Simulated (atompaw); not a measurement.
**A PAW (atompaw) potential for magnesium, from input to tests**

Aim: build the potential from the settings below, then test how well it stands in for the atom: scattering, ghost states and the plane-wave cutoff that it needs.

Program: atompaw 4.2.0.5. Reference atom: LDA (PW92), non-relativistic, spherical and spin-unpolarised. All values are calculated.

## Step 1: Settings

Typed settings, in words:

```
element                 : magnesium (Mg, Z = 12)
type                    : PAW
frozen core             : [He]
valence charge          : 10
reference configuration : 2s2 2p6 3s2 3p0
partial waves           : 2s (bound): rc 0.90 bohr; 3s (bound): rc 1.35 bohr; 2p (bound): rc 0.65 bohr; 3p (bound, empty): rc 1.35 bohr
local potential         : troulliermartins scheme with l = 2 at -0.5 Ry, radius 1.05 bohr
core correction         : smooth core density matched at 1.35 bohr
augmentation charge     : sinc compensation charge, radius 1.10 bohr; PAW radius 1.35 bohr; waves and projectors: custom polynom gramschmidtortho
```

An earlier all-electron run gives the scale for the radii.

All-electron outer shells of the reference configuration (LDA (PW92), non-relativistic, ld1.x):

| shell | level (eV) | outermost node (bohr) | outermost maximum (bohr) |
| --- | --- | --- | --- |
| 1s | -1250.99 | – | 0.09 |
| 2s | -79.01 | 0.18 | 0.55 |
| 2p | -46.77 | – | 0.48 |
| 3s | -4.77 | 0.91 | 2.53 |
| 3p | -1.38 | 0.96 | 3.50 |

## Step 2: The generation run

Mg.input reads:

```
Mg 12
LDA-PW loggrid 1500 logderivrange -8 5 326
3 3 0 0 0 0
3 1 0
0 0 0
c
v
v
v
v
1
1.35 1.10 1.05 1.35
n
n
custom polynom gramschmidtortho sinc
2 -0.5 troulliermartins
0.90
1.35
0.65
1.35
PWSCFOUT
UPFDX 0.0125d0 UPFXMIN -7.d0 UPFZMESH 12.d0
END
```

The run is started by

```bash
$ atompaw < Mg.input > Mg.log
```

Q: Predict the outcome of this session. Wanted: cutoffs for 10 and 1 mRy, occupied levels; bound ghosts; largest phase difference near zero energy, channels read; lowest eigenvalue of the overlap; share of valence orbitals outside the PAW sphere; UPF file.

**Answer**, as computed:

| quantity | value |
| --- | --- |
| cutoffs for 10 and 1 mRy, occupied levels | 180 Ry and over 300 Ry |
| bound ghosts | none found |
| largest phase difference near zero energy, channels read | 0.001 rad |
| lowest eigenvalue of the overlap (Bessel basis) | 0.390 (p) |
| share of valence orbitals outside the PAW sphere | 2s 4 %, 3s 96 %, 2p 6 %, 3p 98 % |
| UPF file | written |

**Reading.** It counts as very hard, with 180 Ry needed at the looser tolerance. The tighter tolerance needs over 300 Ry, and converged work needs a cutoff nearer that. The slowest occupied level is 2p: taken alone it needs 260 Ry to come within 1 mRy, against 55 Ry for 2s. It is free of bound ghosts as far as tested. Near zero energy the phases of the channels with partial waves agree within 0.001 rad.
